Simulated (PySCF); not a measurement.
**LuCl3(H2O): forces at shaken geometries**

Aim: move all atoms of relaxed LuCl3(H2O) at random and read energies and forces. The structure is generated, not taken from experiment.

Method: BP86, Lu lcecp-1-SVP with ECP60, Cl def2-SVP, O def2-SVP, H def2-SVP; scalar-relativistic core potentials, no spin–orbit coupling; program: PySCF 2.14.0.

3 further runs of the same task are left out: 2 for a known fault of the program, 1 that didn't finish.

## (1) Where the work starts

7 atoms, charge 0, spin multiplicity 1.

Bond lengths: Lu1–Cl2 2.443 Å, Lu1–Cl3 2.440 Å, Lu1–Cl4 2.443 Å, Lu1–O5 2.302 Å, O5–H6 0.978 Å, O5–H7 0.978 Å. Angles: Cl2–Lu1–Cl3 116.8°, Cl2–Lu1–Cl4 120.7°, Cl2–Lu1–O5 96.8°, Cl3–Lu1–Cl4 116.8°, Cl3–Lu1–O5 100.8°, Cl4–Lu1–O5 96.8°, Lu1–O5–H6 125.8°, Lu1–O5–H7 125.8°, H6–O5–H7 107.6°.

Geometry (Å):

```mol
Cl3H2LuO
  3D, bonds by distance, orders not assigned

  7  6  0  0  0  0  0  0  0  0999 V2000
    0.0175   -0.0131    0.0131 Lu  0  0
    1.1533    1.7804    1.2212 Cl  0  0
   -1.7197   -1.2243    1.2243 Cl  0  0
    1.1533   -1.2212   -1.7804 Cl  0  0
   -1.2620    1.3399   -1.3399 O   0  0
   -1.6464    2.2023   -1.0866 H   0  0
   -1.6464    1.0866   -2.2023 H   0  0
  1  2  8  0
  1  3  8  0
  1  4  8  0
  1  5  8  0
  5  6  8  0
  5  7  8  0
M  END
```

Formal oxidation states: Lu +3. Each metal's 14 4f electrons lie in its core potential, so multiplicities, spins and levels count the valence alone. An earlier session relaxed this geometry at BP86, Lu lcecp-1-SVP with ECP60, Cl def2-SVP, O def2-SVP, H def2-SVP (singlet, point group Cs).

Its energy there is -1497.023195 Eh.

## (2) Atoms moved at random, σ = 0.03 Å

File run.py (the lines that set the calculation):

```python
mol = gto.M(atom='''
Lu    -0.01697    -0.03901     0.00623
Cl     1.13722     1.79061     1.18937
Cl    -1.74365    -1.23560     1.22799
Cl     1.19206    -1.23733    -1.75616
O     -1.23843     1.36942    -1.32221
H     -1.63141     2.18143    -1.12833
H     -1.64940     1.12108    -2.16747''',
    basis={'Lu': 'lcecp-1-SVP', 'Cl': 'def2-SVP', 'O': 'def2-SVP', 'H': 'def2-SVP'},
    ecp={'Lu': 'lcecp-1-SVP'},
    charge=0, spin=0)
mf = dft.RKS(mol, xc='B88,P86')
mf.grids.atom_grid = (50, 194)  # f atoms: unpruned, at least (60, 302)
mf = mf.density_fit()  # fitting sets: Lu AutoAux, Cl def2-universal-JKFIT, O def2-universal-JKFIT, H def2-universal-JKFIT
mf.conv_tol = 1e-08; mf.max_cycle = 55
mf.kernel(dm0)  # dm0: the density of the relaxed state
```

Run with:

```
OMP_NUM_THREADS=2 python run.py
```

Output:

```text
init E= -1497.04417347892
  HOMO = -0.258403531730259  LUMO = -0.0673589350694181  gap/eV = 5.19859
cycle= 1 E= -1497.01835514382  delta_E= 0.0258  |g|= 0.0548  |ddm|= 0.149
  HOMO = -0.259088409301765  LUMO = -0.0788764127947992  gap/eV = 4.90382
cycle= 2 E= -1497.01733537939  delta_E= 0.00102  |g|= 0.0923  |ddm|= 0.114
  HOMO = -0.261105035633506  LUMO = -0.0753567718728004  gap/eV = 5.05447
cycle= 3 E= -1497.01902386422  delta_E= -0.00169  |g|= 0.00929  |ddm|= 0.0708
  HOMO = -0.261132954533267  LUMO = -0.0754143644567959  gap/eV = 5.05366
cycle= 4 E= -1497.0190385278  delta_E= -1.47e-05  |g|= 0.00349  |ddm|= 0.0121
  HOMO = -0.261224543693773  LUMO = -0.0752132312301862  gap/eV = 5.06163
cycle= 5 E= -1497.01904249012  delta_E= -3.96e-06  |g|= 0.000864  |ddm|= 0.00549
  HOMO = -0.261187705646624  LUMO = -0.0751913904386445  gap/eV = 5.06122
cycle= 6 E= -1497.01904266689  delta_E= -1.77e-07  |g|= 0.00018  |ddm|= 0.00095
  HOMO = -0.261197898451189  LUMO = -0.0751881217937328  gap/eV = 5.06158
cycle= 7 E= -1497.01904267493  delta_E= -8.04e-09  |g|= 5.76e-05  |ddm|= 0.000269
  HOMO = -0.261192916600246  LUMO = -0.0751912327827378  gap/eV = 5.06136
Extra cycle  E= -1497.01904267288  delta_E= 2.05e-09  |g|= 9.86e-05  |ddm|= 0.000211
converged SCF energy = -1497.01904267288
```

Wall time 6.6 s (2 threads of Intel Xeon Platinum 8488C (Sapphire Rapids), shared host).

Result: E = -1497.019043 Eh (+0.113 eV from the relaxed state), HOMO -7.11 eV, LUMO -2.05 eV, Mulliken charge on Lu1 +0.61 e, largest force component 2.946 eV/Å. 

| atom | Fx | Fy | Fz (eV/Å) |
| --- | --- | --- | --- |
| Lu1 | 0.401 | 0.234 | 0.119 |
| Cl2 | -0.136 | -0.218 | -0.095 |
| Cl3 | -0.084 | -0.057 | 0.032 |
| Cl4 | -0.095 | 0.032 | 0.064 |
| O5 | 1.033 | -2.546 | -0.850 |
| H6 | -1.156 | 2.946 | 1.081 |
| H7 | 0.037 | -0.390 | -0.350 |

## (3) Atoms moved at random, σ = 0.1 Å

File run.py (the lines that set the calculation):

```python
mol = gto.M(atom='''
Lu    -0.17519     0.10389    -0.11875
Cl     1.23320     1.61369     1.28224
Cl    -1.81798    -1.20372     1.21769
Cl     1.14170    -1.15258    -1.82764
O     -1.25187     1.36066    -1.26652
H     -1.61928     2.17930    -1.04729
H     -1.46117     1.04934    -2.19032''',
    basis={'Lu': 'lcecp-1-SVP', 'Cl': 'def2-SVP', 'O': 'def2-SVP', 'H': 'def2-SVP'},
    ecp={'Lu': 'lcecp-1-SVP'},
    charge=0, spin=0)
mf = dft.RKS(mol, xc='B88,P86')
mf.grids.atom_grid = (50, 194)  # f atoms: unpruned, at least (60, 302)
mf = mf.density_fit()  # fitting sets: Lu AutoAux, Cl def2-universal-JKFIT, O def2-universal-JKFIT, H def2-universal-JKFIT
mf.conv_tol = 1e-08; mf.max_cycle = 55
mf.kernel(dm0)  # dm0: the density of the relaxed state
```

Run with:

```
OMP_NUM_THREADS=2 python run.py
```

Output:

```text
init E= -1496.99375644389
  HOMO = -0.28487568493473  LUMO = -0.106664841232127  gap/eV = 4.84936
cycle= 1 E= -1496.99548616402  delta_E= -0.00173  |g|= 0.0878  |ddm|= 0.609
  HOMO = -0.246344429258604  LUMO = -0.0909886596617042  gap/eV = 4.22745
cycle= 2 E= -1496.99588432434  delta_E= -0.000398  |g|= 0.0796  |ddm|= 0.214
  HOMO = -0.253253848071465  LUMO = -0.0933827142833792  gap/eV = 4.35032
cycle= 3 E= -1496.99751102739  delta_E= -0.00163  |g|= 0.0264  |ddm|= 0.125
  HOMO = -0.254679469729095  LUMO = -0.0923047791969012  gap/eV = 4.41844
cycle= 4 E= -1496.99773497454  delta_E= -0.000224  |g|= 0.00491  |ddm|= 0.0397
  HOMO = -0.254365307074365  LUMO = -0.0922626424224475  gap/eV = 4.41104
cycle= 5 E= -1496.99774064296  delta_E= -5.67e-06  |g|= 0.00161  |ddm|= 0.00739
  HOMO = -0.254462500024616  LUMO = -0.0922014236766202  gap/eV = 4.41535
cycle= 6 E= -1496.99774139015  delta_E= -7.47e-07  |g|= 0.000498  |ddm|= 0.00266
  HOMO = -0.254479196919696  LUMO = -0.0922194145757658  gap/eV = 4.41531
cycle= 7 E= -1496.99774146537  delta_E= -7.52e-08  |g|= 3.86e-05  |ddm|= 0.000636
  HOMO = -0.254479062090474  LUMO = -0.0922236703827117  gap/eV = 4.41519
cycle= 8 E= -1496.99774147114  delta_E= -5.77e-09  |g|= 1.94e-05  |ddm|= 5.65e-05
  HOMO = -0.254480573171036  LUMO = -0.092223820079596  gap/eV = 4.41523
Extra cycle  E= -1496.99774147105  delta_E= 9.28e-11  |g|= 2.85e-05  |ddm|= 4.07e-05
converged SCF energy = -1496.99774147105
```

Run time: 7 s. Hardware: 2 threads of Intel Xeon Platinum 8488C (Sapphire Rapids), shared host.

It gives: E = -1496.997741 Eh (+0.693 eV from the relaxed state), HOMO -6.92 eV, LUMO -2.51 eV, Mulliken charge on Lu1 +0.54 e, largest force component 3.217 eV/Å. 

| atom | Fx | Fy | Fz (eV/Å) |
| --- | --- | --- | --- |
| Lu1 | 2.801 | -2.847 | 2.874 |
| Cl2 | -0.452 | -0.246 | -0.399 |
| Cl3 | 0.236 | 0.326 | -0.379 |
| Cl4 | -0.461 | 0.341 | 0.250 |
| O5 | -0.529 | -1.179 | -3.217 |
| H6 | -1.483 | 2.924 | 0.332 |
| H7 | -0.110 | 0.681 | 0.539 |

## (4) Atoms moved at random, σ = 0.15 Å

File run.py (the lines that set the calculation):

```python
mol = gto.M(atom='''
Lu     0.03456     0.06116    -0.00748
Cl     1.21416     1.72128     1.40696
Cl    -1.65041    -0.96782     1.17681
Cl     1.17628    -1.40023    -1.78201
O     -1.11651     1.54760    -1.43699
H     -1.91798     1.94425    -1.10514
H     -1.69068     1.04436    -2.20273''',
    basis={'Lu': 'lcecp-1-SVP', 'Cl': 'def2-SVP', 'O': 'def2-SVP', 'H': 'def2-SVP'},
    ecp={'Lu': 'lcecp-1-SVP'},
    charge=0, spin=0)
mf = dft.RKS(mol, xc='B88,P86')
mf.grids.atom_grid = (50, 194)  # f atoms: unpruned, at least (60, 302)
mf = mf.density_fit()  # fitting sets: Lu AutoAux, Cl def2-universal-JKFIT, O def2-universal-JKFIT, H def2-universal-JKFIT
mf.conv_tol = 1e-08; mf.max_cycle = 55
mf.kernel(dm0)  # dm0: the density of the relaxed state
```

Run with:

```
OMP_NUM_THREADS=2 python run.py
```

Output:

```text
init E= -1496.79817077902
  HOMO = -0.306243496032909  LUMO = -0.1989036472234  gap/eV = 2.92087
cycle= 1 E= -1496.95370272727  delta_E= -0.156  |g|= 0.446  |ddm|= 1.01
  HOMO = -0.238350732404324  LUMO = -0.0618257981269963  gap/eV = 4.80349
cycle= 2 E= -1496.82650585412  delta_E= 0.127  |g|= 0.908  |ddm|=  1.1
  HOMO = -0.250080535016251  LUMO = -0.0954208420772673  gap/eV = 4.20850
cycle= 3 E= -1496.99883374163  delta_E= -0.172  |g|= 0.0733  |ddm|= 0.696
  HOMO = -0.257733693142789  LUMO = -0.0984624062314623  gap/eV = 4.33399
cycle= 4 E= -1496.99978182522  delta_E= -0.000948  |g|= 0.0391  |ddm|= 0.122
  HOMO = -0.255560167232501  LUMO = -0.0985592762488317  gap/eV = 4.27221
cycle= 5 E= -1497.00020206079  delta_E= -0.00042  |g|= 0.00849  |ddm|= 0.0565
  HOMO = -0.25533257499058  LUMO = -0.0987456792681947  gap/eV = 4.26095
cycle= 6 E= -1497.00021879727  delta_E= -1.67e-05  |g|= 0.00422  |ddm|= 0.0151
  HOMO = -0.255666279291628  LUMO = -0.0986458164698547  gap/eV = 4.27274
cycle= 7 E= -1497.00022437316  delta_E= -5.58e-06  |g|= 0.000834  |ddm|= 0.00629
  HOMO = -0.255603040799794  LUMO = -0.0986759586503432  gap/eV = 4.27020
cycle= 8 E= -1497.0002245889  delta_E= -2.16e-07  |g|= 0.000151  |ddm|= 0.00111
  HOMO = -0.255603045558189  LUMO = -0.0986732142369782  gap/eV = 4.27028
cycle= 9 E= -1497.00022459476  delta_E= -5.85e-09  |g|= 3.74e-05  |ddm|= 0.00019
  HOMO = -0.255596457369141  LUMO = -0.0986739164203314  gap/eV = 4.27008
Extra cycle  E= -1497.00022459413  delta_E= 6.22e-10  |g|= 5.8e-05  |ddm|= 0.000122
converged SCF energy = -1497.00022459413
```

Run time: 7.3 s. Hardware: 2 threads of Intel Xeon Platinum 8488C (Sapphire Rapids), shared host.

Result: E = -1497.000225 Eh (+0.625 eV from the relaxed state), HOMO -6.96 eV, LUMO -2.69 eV, Mulliken charge on Lu1 +0.58 e, largest force component 3.011 eV/Å. 

| atom | Fx | Fy | Fz (eV/Å) |
| --- | --- | --- | --- |
| Lu1 | 2.327 | 0.680 | -1.442 |
| Cl2 | -0.209 | -0.319 | -0.301 |
| Cl3 | -1.527 | -0.854 | 0.916 |
| Cl4 | -0.528 | 0.653 | 0.747 |
| O5 | -1.690 | -2.523 | -3.011 |
| H6 | -0.837 | 1.373 | 1.414 |
| H7 | 2.464 | 0.991 | 1.677 |

## (5) Results

| σ (Å) | energy rise (eV) | harmonic estimate −½ F·u (eV) | largest force component (eV/Å) |
| --- | --- | --- | --- |
| 0.03 | 0.113 | 0.117 | 2.95 |
| 0.1 | 0.693 | 0.834 | 3.22 |
| 0.15 | 0.625 | 0.605 | 3.01 |

Every displacement raises the energy. For a harmonic well the rise equals −½ F·u; the two differ by at most 20 % here (a move with σ = 0.1 Å), from anharmonicity, the grid and the small forces left at the relaxed point. The bases are small and lack diffuse functions. Spin–orbit coupling is left out.
